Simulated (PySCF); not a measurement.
# C3H3ClN2Si: the cost of one run

Programs: PySCF 2.14.0, with density-fitted response routines of our own. Each step states its level of theory. These are calculated values for one molecule in the gas phase, unless marked as measured. Atoms are numbered from 0 throughout.

## Step 1: The molecule as given

10 atoms, charge 0, multiplicity 1; geometry from: GFN2-xTB. The atoms were then displaced at random by about 0.01 Å, so the start is not that level's minimum.

Bonds of the start (Å): N0–C1 1.12, C1–Si2 1.86, Si2–C3 1.92, C3–N4 1.11, Si2–C5 1.90, C5–Cl6 1.78, Si2–H7 1.45, C5–H8 1.11, C5–H9 1.10.

## Step 2: Geometry optimisation at PBE0-D3(BJ)/def2-SVP

Job settings and geometry (Å):

```
{"job": {"xc": "PBE0", "basis": "def2-SVP", "d3": "d3bj", "grid": 1, "shake": 0.01, "kind": "geom"}, "charge": 0, "multiplicity": 1}
N      0.152200     2.802590    -1.072300
C      0.214150     1.703040    -0.864070
Si     0.335610    -0.127390    -0.533060
C      1.961660    -0.303290     0.469180
N      2.893830    -0.433200     1.060490
C     -1.104220    -0.628530     0.598370
Cl    -2.608850    -0.512600    -0.349610
H      0.452490    -0.875510    -1.774380
H     -1.219370     0.019030     1.488350
H     -1.027050    -1.665050     0.955980
```

The run is started by

```sh
OMP_NUM_THREADS=1 python probes_run.py task.json out
```

This one command runs all jobs of the session in turn.

Q: Estimate the wall time and peak memory of this first job on 1 thread of Arm Neoverse V2, shared host.

About 47 s, with a peak of 0.51 GiB.
